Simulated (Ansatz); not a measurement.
**Sn(CCH)H3 (C₂H₄Sn): single points with varied inputs**

How do the results and run time of Sn(CCH)H3 (C₂H₄Sn) respond when the settings are drawn wide?

The runs use Ansatz 0.2.0, Gaussian basis; the settings change from run to run.

1 further run of the same task is left out (it didn't finish). Runs told in other sessions of the task aren't counted.

## 1. The geometry

An earlier PBE0-D4 in a triple-zeta def2 set relaxation fixed the geometry. Sn takes a core potential in def2 sets; no spin-orbit term is included.

7 atoms, charge 0, spin multiplicity 1.

Atoms are counted from 1 here; the program's logs count them from 0.

Bond lengths: Sn1–C2 2.081 Å, Sn1–H5 1.701 Å, Sn1–H6 1.701 Å, Sn1–H7 1.701 Å, C2–C3 1.206 Å, C3–H4 1.066 Å. Angles: C2–Sn1–H5 108.0°, C2–Sn1–H6 108.0°, C2–Sn1–H7 108.0°, H5–Sn1–H6 110.9°, H5–Sn1–H7 110.9°, H6–Sn1–H7 110.9°, Sn1–C2–C3 180.0°, C2–C3–H4 180.0°.

## 2. PBE/def2-mTZVP

This run has charge -1, multiplicity 2, restricted open-shell orbitals, density fitting with def2-universal-jkfit, a point charge of 2.00 e beside it.

File in.yaml:

```yaml
crystal:
  periodic: [false, false, false]
  atoms:
    - {symbol: Sn, position_ang: [-0.004903, -0.007310, -1.163292]}
    - {symbol: C, position_ang: [0.003738, 0.005702, 0.918039]}
    - {symbol: C, position_ang: [0.008916, 0.013348, 2.124481]}
    - {symbol: H, position_ang: [0.013470, 0.020038, 3.190543]}
    - {symbol: H, position_ang: [1.610340, -0.006662, -1.696626]}
    - {symbol: H, position_ang: [-0.819222, 1.388152, -1.695291]}
    - {symbol: H, position_ang: [-0.812339, -1.413268, -1.677855]}
basis:
  gaussian: {orbitals: def2-mTZVP, fitting: {mean_field: def2-universal-jkfit}, point_charges: [{charge: 2.00, position_ang: [6.345, 0.535, -0.293]}]}
total_charge: -1
magnetization: {spin_polarized: false, initial_magnetization: 1}
hamiltonian: {xc: {name: PBE}}
scf: {omitted_lower_state_checks: [starts]}
output: {forces: true}
```

Started as:

```sh
$ ansatz run in.yaml --threads 4 --pin off --events-out ev --progress --plain --max-ram 3916MiB
```

Output, shortened:

```text
Functional definition: PBE
  name "PBE"
  cite "Perdew, Burke & Ernzerhof, Phys. Rev. Lett. 77, 3865 (1996) doi:10.1103/PhysRevLett.77.3865"
  parent pbe
[...]
440 factors; integrals over basis functions are off by at most 6.4e-1 eV
[...]
mean field -7968.48069413 eV, -292.8362642790 hartree, gradient 2.4e-6 eV, S^2 0.750000; 0 other end points of the search recorded, 0 dependent functions left out
[...]
reference -7968.48074608 eV, -292.8362661882 hartree; 20, 19 occupied and 66, 67 virtual orbitals, 440 factors
Total energy: -7968.48074608 eV, -292.8362661882 hartree
Atom 0 at    -0.004903    -0.007310    -1.163292 Å, force     0.856694     0.471073    -0.964001 eV/Å
Atom 1 at     0.003738     0.005702     0.918039 Å, force     0.399090     0.025808    -1.213059 eV/Å
Atom 2 at     0.008916     0.013348     2.124481 Å, force    -0.417642    -0.229708     1.631255 eV/Å
Atom 3 at     0.013470     0.020038     3.190543 Å, force     0.102823     0.104390     0.253682 eV/Å
Atom 4 at     1.610340    -0.006662    -1.696626 Å, force     0.647852     0.001656    -0.134543 eV/Å
Atom 5 at    -0.819222     1.388152    -1.695291 Å, force    -0.129718     0.604500     0.200150 eV/Å
Atom 6 at    -0.812339    -1.413268    -1.677855 Å, force    -0.478668    -0.930389     0.286844 eV/Å
Dipole moment:    -0.786503    -0.229763     0.360609 e Å
Checks for a lower state left out: starts
```

It took 1.4 s on 4 threads of Arm Neoverse V2, shared host.

Largest force 1.699 eV/Å.

## 3. SPW92/def2-TZVP

Options: atoms shaken by 0.15 Å, a grid of angular degree 47, relativity set to none.

File in.yaml:

```yaml
crystal:
  periodic: [false, false, false]
  atoms:
    - {symbol: Sn, position_ang: [-0.024256, 0.013747, -1.146701]}
    - {symbol: C, position_ang: [-0.387327, -0.140202, 1.031474]}
    - {symbol: C, position_ang: [0.307291, 0.185118, 2.192574]}
    - {symbol: H, position_ang: [0.083676, -0.083254, 3.175915]}
    - {symbol: H, position_ang: [1.498061, -0.243521, -1.898874]}
    - {symbol: H, position_ang: [-0.711560, 1.560129, -1.478400]}
    - {symbol: H, position_ang: [-0.817960, -1.306689, -1.756491]}
basis:
  gaussian: {orbitals: def2-TZVP, final_grid: {core_spheres: 20, valence_spheres: 16, degree: 47}}
hamiltonian: {xc: {name: SPW92}, pseudopotentials: {relativity: none}}
```

Same command.

Output:

```text
Functional definition: SPW92
  name "SPW92"
  cite "Dirac, Proc. Camb. Phil. Soc. 26, 376 (1930) doi:10.1017/S0305004100016108"
  cite "Slater, Phys. Rev. 81, 385 (1951) doi:10.1103/PhysRev.81.385"
  cite "Perdew & Wang, Phys. Rev. B 45, 13244 (1992) doi:10.1103/PhysRevB.45.13244"
  exchange = slater_x
  correlation = pw_c
924 factors; their error is unknown
mean field evaluation 1: about -7931.1806 eV, gradient 4.7e1 eV
mean field evaluation 2: about -7908.7469 eV, gradient 9.1e1 eV
mean field evaluation 4: about -7934.3305 eV, gradient 3.5e1 eV
mean field evaluation 8: about -7937.1810 eV, gradient 2.6e-1 eV
mean field evaluation 16: about -7937.1691 eV, gradient 3.6e-4 eV
mean field -7937.16905251 eV, -291.6855826735 hartree, gradient 6.6e-5 eV, S^2 0.000000; 0 other end points of the search recorded, 0 dependent functions left out
reference -7937.16909883 eV, -291.6855843756 hartree; 19, 19 occupied and 117, 117 virtual orbitals, 924 factors
Total energy: -7937.16909883 eV, -291.6855843756 hartree
```

It took 0.6 s on 4 threads of Arm Neoverse V2, shared host.

## 4. B2PLYP/def2-SVP

Set apart from the defaults: high accuracy.

File in.yaml:

```yaml
crystal:
  periodic: [false, false, false]
  atoms:
    - {symbol: Sn, position_ang: [-0.004903, -0.007310, -1.163292]}
    - {symbol: C, position_ang: [0.003738, 0.005702, 0.918039]}
    - {symbol: C, position_ang: [0.008916, 0.013348, 2.124481]}
    - {symbol: H, position_ang: [0.013470, 0.020038, 3.190543]}
    - {symbol: H, position_ang: [1.610340, -0.006662, -1.696626]}
    - {symbol: H, position_ang: [-0.819222, 1.388152, -1.695291]}
    - {symbol: H, position_ang: [-0.812339, -1.413268, -1.677855]}
basis:
  gaussian: {orbitals: def2-SVP}
hamiltonian: {xc: {name: B2PLYP}}
accuracy: high
output: {forces: true}
```

Same command.

Output, shortened:

```text
Functional definition: B2PLYP
  name "B2PLYP"
  cite "Grimme, J. Chem. Phys. 124, 034108 (2006) doi:10.1063/1.2148954"
  cite "Becke, Phys. Rev. A 38, 3098 (1988) doi:10.1103/PhysRevA.38.3098"
  cite "Lee, Yang & Parr, Phys. Rev. B 37, 785 (1988) doi:10.1103/PhysRevB.37.785"
[...]
1714 factors; integrals over basis functions are off by at most 1.1e-8 eV
[...]
mean field -7952.72303299 eV, -292.2571809132 hartree, gradient 9.4e-8 eV, S^2 0.000000; 0 other end points of the search recorded, 0 dependent functions left out
6 core orbitals not correlated: weight in the atoms' cores, before any rotation towards them, 1.000 or more for the frozen orbitals, at most 0.000 for the correlated occupied ones
reference -7952.72305995 eV, -292.2571819040 hartree; 13, 13 occupied and 55, 55 virtual orbitals, 1714 factors
second order -12.67205399 eV of doubles, -0.00000000 eV of singles
[...]
Total energy: -7956.14451453 eV, -292.3829180406 hartree
Atom 0 at    -0.004903    -0.007310    -1.163292 Å, force    -0.000996    -0.001481    -0.240875 eV/Å
Atom 1 at     0.003738     0.005702     0.918039 Å, force    -0.006098    -0.009049    -1.443368 eV/Å
Atom 2 at     0.008916     0.013348     2.124481 Å, force     0.006359     0.009340     1.503087 eV/Å
Atom 3 at     0.013470     0.020038     3.190543 Å, force     0.001346     0.002072     0.317515 eV/Å
Atom 4 at     1.610340    -0.006662    -1.696626 Å, force     0.073982    -0.000108    -0.045774 eV/Å
Atom 5 at    -0.819222     1.388152    -1.695291 Å, force    -0.037450     0.063858    -0.045707 eV/Å
Atom 6 at    -0.812339    -1.413268    -1.677855 Å, force    -0.037144    -0.064633    -0.044879 eV/Å
Dipole moment:    -0.000153    -0.000263    -0.042662 e Å
```

Wall time 4.6 s (4 threads of Arm Neoverse V2, shared host).

Largest force 1.503 eV/Å, dipole 0.20 D.

## 5. All runs side by side

```csv
level,charge,multiplicity,geometry,functions,energy (eV),time
PBE/def2-mTZVP,-1,2,"relaxed, point charge",86,-7968.481,1.4 s
SPW92/def2-TZVP,0,1,shaken,136,-7937.169,0.6 s
B2PLYP/def2-SVP,0,1,relaxed,74,-7956.145,4.6 s
```

## 6. What came out

| quantity | value |
| --- | --- |
| runs | 3 |
| quickest | SPW92/def2-TZVP, 0.6 s |
| slowest | B2PLYP/def2-SVP, 4.6 s |

In words: The runs differ in state or geometry as well as level, so their energies can't be set against each other. Run time spans a factor of 8, from SPW92/def2-TZVP to B2PLYP/def2-SVP. The jobs differ in tasks and options as well as level. At the PBE0-D4/def2-TZVP geometry and in the same state, the sound runs without point charges leave forces up to 1.50 eV/Å (B2PLYP/def2-SVP).
